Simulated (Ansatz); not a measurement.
## C2H4OSi, SMILES C=C1O[SiH2]1: a rigid scan of one bond length, step by step

Program: Ansatz 0.2.0 through its Python package.

Run as a notebook:

**Cell 1**
```python
import ansatz as az
import matplotlib.pyplot as plt
import numpy as np
```

**Cell 2**
```python
BASIS = "6-31G*"
FUNCTIONAL = "pbe"
```

**Cell 3**
```python
geometry_ang = [
    ("C", [-0.1493, 1.5084, -0.1944]),
    ("C", [0.0049, 0.2809, 0.0665]),
    ("O", [0.5129, -0.3409, 1.1041]),
    ("Si", [0.096, -1.3957, -0.1219]),
    ("H", [-0.6566, 1.859, -1.154]),
    ("H", [0.0925, 2.3388, 0.5005]),
    ("H", [1.2416, -2.0921, -0.6704]),
    ("H", [-1.0498, -2.2155, 0.4138]),
]
mol = az.Crystal.molecule()
for symbol, xyz in geometry_ang:
    mol = mol.atom(symbol, xyz)
```

**Cell 4**
```python
symbols = [site.symbol for site in mol.cartesian_sites]
start = np.array([site.position_ang for site in mol.cartesian_sites])
axis = (start[5] - start[0]) / np.linalg.norm(start[5] - start[0])
moving = [5]
lengths, energies = [0.976, 1.021, 1.065, 1.109, 1.154, 1.198, 1.243, 1.309], []
for length in lengths:
    xyz = start.copy()
    xyz[moving] += (length - np.linalg.norm(start[5] - start[0])) * axis
    point = az.Crystal.molecule()
    for symbol, place in zip(symbols, xyz):
        point = point.atom(symbol, place.tolist())
    base = (
        point.calculation()
        .basis(gaussian=BASIS)
        .functional(FUNCTIONAL)
    )
    r = base.run().report
    energies.append(r["free_energy_ev"])
    print(f"r = {length:6.3f} A  E = {energies[-1]:.5f} eV  <S^2> = {abs(r['mean_field']['state']['spin_squared']):.3f}")

# quartic fit about the minimum
fit = np.polynomial.Polynomial.fit(lengths, np.array(energies) - min(energies), 4).convert()
roots = [r.real for r in fit.deriv().roots() if abs(r.imag) < 1e-9 and fit.deriv(2)(r.real) > 0]
r_e = min(roots, key=lambda r: abs(r - lengths[int(np.argmin(energies))]))
print(f"minimum of the fit at {r_e:.4f} A, force constant {fit.deriv(2)(r_e):.2f} eV/A^2")
plt.figure(figsize=(4.5, 3))
plt.plot(lengths, np.array(energies) - min(energies), "o-")
plt.xlabel("bond length (A)")
plt.ylabel("E - E(min) (eV)")
plt.tight_layout()
plt.savefig("scan.png", dpi=100)
```
Output:
```text
r =  0.976 A  E = -12051.58042 eV  <S^2> = 0.000
r =  1.021 A  E = -12051.77839 eV  <S^2> = 0.000
r =  1.065 A  E = -12051.87093 eV  <S^2> = 0.000
r =  1.109 A  E = -12051.88580 eV  <S^2> = 0.000
r =  1.154 A  E = -12051.83891 eV  <S^2> = 0.000
r =  1.198 A  E = -12051.74654 eV  <S^2> = 0.000
r =  1.243 A  E = -12051.61609 eV  <S^2> = 0.000
r =  1.309 A  E = -12051.37801 eV  <S^2> = 0.000
minimum of the fit at 1.0963 A, force constant 33.56 eV/A^2
```

Notes:
- Total energies depend on the basis set; only differences at equal settings carry meaning.
- The rest of the molecule is held rigid at a force-field or estimated start geometry, and the basis set is modest; single-reference methods fail as a bond breaks.
- The orbitals are restricted, so S² is zero by construction.
- Hardware and time: 13 s on 1 thread of Arm Neoverse V2, on a shared host, peak memory 0.21 GiB.
